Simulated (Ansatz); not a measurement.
# Ag+ with CH₄O: structure and interaction energy

The task here is to estimate one member of a computed series from the others.

The runs use Ansatz 0.2.0, Gaussian basis; PBE0-D4 structure, single points in def2-TZVPPD.

Levels: PBE-D4, revPBE-D4, BLYP-D4, r2SCAN-D4, B97M-V, PBE0-D4, B3LYP-D4, HSE06-D4, wB97X-V, wB97M-V, B2PLYP, Hartree-Fock, MP2, CCSD, CCSD(T). The reference is CCSD(T) extrapolated to the basis limit. For elements past Ar these valence bases correlate outer-core shells poorly, so that limit is rough.

Correlated methods freeze the cores. Filled d shells of the heavier atoms are correlated. Core potentials replace the inner electrons past krypton, and spin-orbit coupling is left out. B3LYP uses VWN-RPA correlation. B2PLYP carries no dispersion term here.

163 further runs of the same task are left out: 163 set aside as unsound or not needed. Runs told in other sessions of the task aren't counted.

## The system as given

The pair, from a GFN2-xTB docking trial: 7 atoms, charge 1, spin multiplicity 1.

Atoms are counted from 1 here; the program's logs count them from 0.

Bond lengths: Ag1–O3 2.263 Å, C2–O3 1.445 Å, C2–H4 1.091 Å, C2–H5 1.089 Å, C2–H6 1.092 Å, O3–H7 0.968 Å. Angles: O3–C2–H4 109.2°, O3–C2–H5 107.7°, O3–C2–H6 110.8°, H4–C2–H5 109.3°, H4–C2–H6 109.9°, H5–C2–H6 110.0°, Ag1–O3–C2 123.7°, Ag1–O3–H7 123.4°, C2–O3–H7 106.8°.

Coordinates:

```xyz
7

Ag   -0.23910    0.10650   -2.64380
C     0.38150   -0.10250    0.58200
O    -0.57520    0.31650   -0.41600
H     0.24970    0.50050    1.48150
H     1.37820    0.06890    0.17680
H     0.25340   -1.16030    0.82180
H    -1.44860    0.27040   -0.00230
```

Atoms 1 to 1 are fragment A (Ag+), the rest fragment B (CH₄O).

The first run:

Input file pre/in.yaml:

```yaml
crystal:
  periodic: [false, false, false]
  atoms:
    - {symbol: Ag, position_ang: [-0.239100, 0.106500, -2.643800]}
    - {symbol: C, position_ang: [0.381500, -0.102500, 0.582000]}
    - {symbol: O, position_ang: [-0.575200, 0.316500, -0.416000]}
    - {symbol: H, position_ang: [0.249700, 0.500500, 1.481500]}
    - {symbol: H, position_ang: [1.378200, 0.068900, 0.176800]}
    - {symbol: H, position_ang: [0.253400, -1.160300, 0.821800]}
    - {symbol: H, position_ang: [-1.448600, 0.270400, -0.002300]}
basis:
  gaussian: {orbitals: def2-SVP}
total_charge: 1
hamiltonian: {xc: pbe, dispersion: d4}
relax: {f_tol: 0.03, max_steps: 250}
```

Started as:

```console
ansatz run in.yaml --threads 4 --pin off --events-out ev --progress --plain --max-ram 9574MiB
```

Among the steps run: A first relaxation in a small basis; Relaxation at PBE0-D4; wB97X-V/def2-TZVPPD; wB97M-V/def2-TZVPPD; B2PLYP/def2-TZVPPD; B97M-V/def2-TZVPPD; CCSD(T)/def2-TZVPPD; MP2/def2-QZVPPD; SPW92/def2-SVP; wB97M-V/def2-SVP; CCSD(T)/def2-SVP; Vibrations of the pair.

One table of the session follows, with a row left open; its other results are not shown here.

```
      method  interaction (kJ/mol)
      PBE-D4               -156.12
   revPBE-D4               -143.24
     BLYP-D4               -156.33
   r2SCAN-D4               -158.62
      B97M-V               -150.03
     PBE0-D4               -145.85
    B3LYP-D4               -150.01
    HSE06-D4               -145.46
     wB97X-V               -142.40
     wB97M-V               -141.34
      B2PLYP               -140.93
Hartree-Fock               -105.96
         MP2                     ?
        CCSD               -129.23
     CCSD(T)               -132.51
 CCSD(T)/CBS               -144.99
```

Q: Estimate the row for MP2 from the others.

**Answer.** interaction (kJ/mol): -137.54. In the column «interaction (kJ/mol)» it lies between B2PLYP (-140.93) and CCSD(T) (-132.51).
